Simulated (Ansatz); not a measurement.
# Ba3Ti3CO9: the cost of one run

Method: DFT PBEsol, scalar-relativistic, plane waves, PAW, in Ansatz 0.2.0.

### 1 The structure to begin with

The structure is triclinic, space group P1 (No. 1). The conventional cell has a = 5.707 Å, b = 5.707 Å, c = 16.825 Å, α = 90.00°, β = 90.00°, γ = 120.00°. Around Ba (site symmetry 1) lie 9 O at 2.85 Å. Ti (site symmetry 1) has 6 O at 2.02 Å in its first shell of neighbours. O (site symmetry 1) is surrounded by 1 Ti at 2.02 Å and 3 Ba at 2.85 Å. Ba (site symmetry 1) has 12 O at 2.85 Å in its first shell of neighbours. O (site symmetry 1) is surrounded by 2 Ti at 2.02 Å and 4 Ba at 2.85 Å. Only part of the 16 independent sites is listed.

Structure file:

```
CELL_PARAMETERS angstrom
5.70695 0.00000 0.00000
2.85347 4.94236 0.00000
0.00000 0.00000 16.82463
ATOMIC_POSITIONS crystal
Ba 0.00000 0.00000 0.05944
Ti 0.33333 0.33333 0.12868
O 0.50000 0.50000 0.05944
O 0.00000 0.50000 0.05944
O 0.50000 0.00000 0.05944
Ba 0.66667 0.66667 0.19792
Ti 0.00000 0.00000 0.26715
O 0.16667 0.16667 0.19792
O 0.66667 0.16667 0.19792
O 0.16667 0.66667 0.19792
Ba 0.33333 0.33333 0.33639
Ti 0.66667 0.66667 0.40563
O 0.83333 0.83333 0.33639
O 0.33333 0.83333 0.33639
O 0.83333 0.33333 0.33639
C 0.95637 0.52491 0.52094
```

### 2 Start relaxed

Input file input.yaml:

```yaml
accuracy: low
crystal:
  lattice:
    - [5.706946, 0.0, 0.0]
    - [2.853473, 4.94236, 0.0]
    - [0.0, 0.0, 16.824627]
  atoms:
    - { symbol: Ba, position: [0.0, 0.0, 0.0594367] }
    - { symbol: Ti, position: [0.3333333, 0.3333333, 0.128676] }
    - { symbol: O, position: [0.5, 0.5, 0.0594367] }
    - { symbol: O, position: [0.0, 0.5, 0.0594367] }
    - { symbol: O, position: [0.5, 0.0, 0.0594367] }
    - { symbol: Ba, position: [0.6666667, 0.6666667, 0.1979153] }
    - { symbol: Ti, position: [0.0, 0.0, 0.2671546] }
    - { symbol: O, position: [0.1666667, 0.1666667, 0.1979153] }
    - { symbol: O, position: [0.6666667, 0.1666667, 0.1979153] }
    - { symbol: O, position: [0.1666667, 0.6666667, 0.1979153] }
    - { symbol: Ba, position: [0.3333333, 0.3333333, 0.3363939] }
    - { symbol: Ti, position: [0.6666667, 0.6666667, 0.4056332] }
    - { symbol: O, position: [0.8333333, 0.8333333, 0.3363939] }
    - { symbol: O, position: [0.3333333, 0.8333333, 0.3363939] }
    - { symbol: O, position: [0.8333333, 0.3333333, 0.3363939] }
    - { symbol: C, position: [-0.0436327, 0.5249123, 0.5209403], spin: 1.0 }
magnetization:
  spin_polarized: true
basis:
  ecutwfc: 420.0
kpoints:
  mp_grid: { grid: [2, 2, 1] }
hamiltonian:
  xc: pbesol
  pseudopotentials: { kind: paw, azcp: { folder: soft_1 } }
scf:
  occupations: { method: fermi_dirac, width: 0.05 }
  lower_state_search: "off"
relax:
  f_tol: 0.08
  max_steps: 25
  adjacent_minimum: "off"
  constraints: [{ sites: [0, 1, 2, 3, 4] }]
```

Launch:

```console
ansatz run input.yaml --threads 2 --pin off --max-ram 5120MiB --backend cpu --events-out ev --progress --plain --runs-dir out
```

Q: Estimate wall time and peak memory on 2 threads of Arm Neoverse V2, shared host.

About 1.9 min, with a peak of 1 GiB.
